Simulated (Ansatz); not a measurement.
# C3H8Mg: one species, many methods

An exercise on one series of results from a longer session: the logs are not shown, and one member is left open.

The runs use Ansatz 0.2.0, Gaussian basis; functionals in def2-TZVPP, the program's frozen cores in correlated methods.

The runs, in order: LDA (SPW92), PBE-D4, revPBE-D4, BLYP-D4, r2SCAN-D4, B97M-V, PBE0-D4, B3LYP-D4, r2SCANh-D4, r2SCAN0-D4, HSE06-D4, BHLYP-D4, CAM-B3LYP-D4, LC-ωPBE, ωB97X-V, ωB97M-V, B2PLYP, PBE-QIDH; CCSD(T)/def2-SVP; CCSD(T)/def2-TZVPP; MP2/def2-QZVPP; extrapolation to the limit; RPA on PBE.

## The relaxed structure

The geometry comes from an earlier relaxation with PBE0-D4 in a triple-zeta def2 set; it is a stationary point, not always the lowest conformer.

SMILES `C[CH2][Mg][CH3]`, 12 atoms, charge 0, spin multiplicity 1.

Atoms are counted from 1 here; the program's logs count them from 0.

Bond lengths: C1–C2 1.531 Å, C1–H5 1.095 Å, C1–H6 1.097 Å, C1–H7 1.095 Å, C2–Mg3 2.104 Å, C2–H8 1.098 Å, C2–H9 1.098 Å, Mg3–C4 2.089 Å, C4–H10 1.095 Å, C4–H11 1.095 Å, C4–H12 1.095 Å. Angles: C2–C1–H5 112.1°, C2–C1–H6 112.8°, C2–C1–H7 112.1°, H5–C1–H6 106.5°, H5–C1–H7 106.5°, H6–C1–H7 106.5°, C1–C2–Mg3 116.3°, C1–C2–H8 109.4°, C1–C2–H9 109.4°, Mg3–C2–H8 108.2°, Mg3–C2–H9 108.2°, H8–C2–H9 104.6°, C2–Mg3–C4 179.7°, Mg3–C4–H10 111.9°, Mg3–C4–H11 111.9°, Mg3–C4–H12 112.0°, H10–C4–H11 106.9°, H10–C4–H12 106.9° and more.

The first run:

The input, in.yaml:

```yaml
crystal:
  periodic: [false, false, false]
  atoms:
    - {symbol: C, position_ang: [-1.336742, 1.586455, 0.777560]}
    - {symbol: C, position_ang: [-0.717261, 0.251692, 1.200160]}
    - {symbol: Mg, position_ang: [0.528282, -0.687384, -0.211503]}
    - {symbol: C, position_ang: [1.761859, -1.612621, -1.620881]}
    - {symbol: H, position_ang: [-1.960828, 1.485356, -0.116294]}
    - {symbol: H, position_ang: [-1.975037, 2.023899, 1.555321]}
    - {symbol: H, position_ang: [-0.575102, 2.336836, 0.541978]}
    - {symbol: H, position_ang: [-0.142439, 0.392397, 2.125145]}
    - {symbol: H, position_ang: [-1.515481, -0.451049, 1.473723]}
    - {symbol: H, position_ang: [2.447932, -0.901292, -2.093107]}
    - {symbol: H, position_ang: [1.183961, -2.079926, -2.425453]}
    - {symbol: H, position_ang: [2.377855, -2.399563, -1.172649]}
basis:
  gaussian: {orbitals: def2-TZVPP}
hamiltonian: {xc: lda}
output: {orbitals: {seedname: orbitals}}
```

Among the steps run: LDA; PBE-D4 (GGA); revPBE-D4 (GGA); BLYP-D4 (GGA); r2SCAN-D4 (meta-GGA); B97M-V (meta-GGA); PBE0-D4 (hybrid); B3LYP-D4 (hybrid); r2SCANh-D4 (hybrid); r2SCAN0-D4 (hybrid); HSE06-D4 (hybrid); BHLYP-D4 (hybrid); CAM-B3LYP-D4 (range-separated); LC-ωPBE-D4 (range-separated; the results give it without D4); ωB97X-V (range-separated); ωB97M-V (range-separated); B2PLYP (double hybrid); PBE-QIDH (double hybrid).

One of the session's tables, all rows but one given; the rest of the session is left out.

It belongs to the step «Frontier levels by functional». 

```
  functional  HOMO (eV)  gap (eV)
 LDA (SPW92)      -5.11      3.84
      PBE-D4      -4.97      3.82
   revPBE-D4      -4.91      3.82
     BLYP-D4      -4.85      3.73
   r2SCAN-D4      -5.16      4.44
      B97M-V          ?         ?
     PBE0-D4      -6.11      5.60
    B3LYP-D4      -5.92      5.16
  r2SCANh-D4      -5.59      5.06
  r2SCAN0-D4      -6.25      5.99
    HSE06-D4      -5.71      4.87
    BHLYP-D4      -7.18      7.15
CAM-B3LYP-D4      -7.45      7.59
     LC-ωPBE      -8.78      9.87
     ωB97X-V      -8.42      9.40
     ωB97M-V      -8.29      8.78
```

**Question.** Estimate the row for B97M-V.

As computed: HOMO (eV): -5.24; gap (eV): 4.07. In the column «HOMO (eV)» it lies between r2SCANh-D4 (-5.59) and r2SCAN-D4 (-5.16).
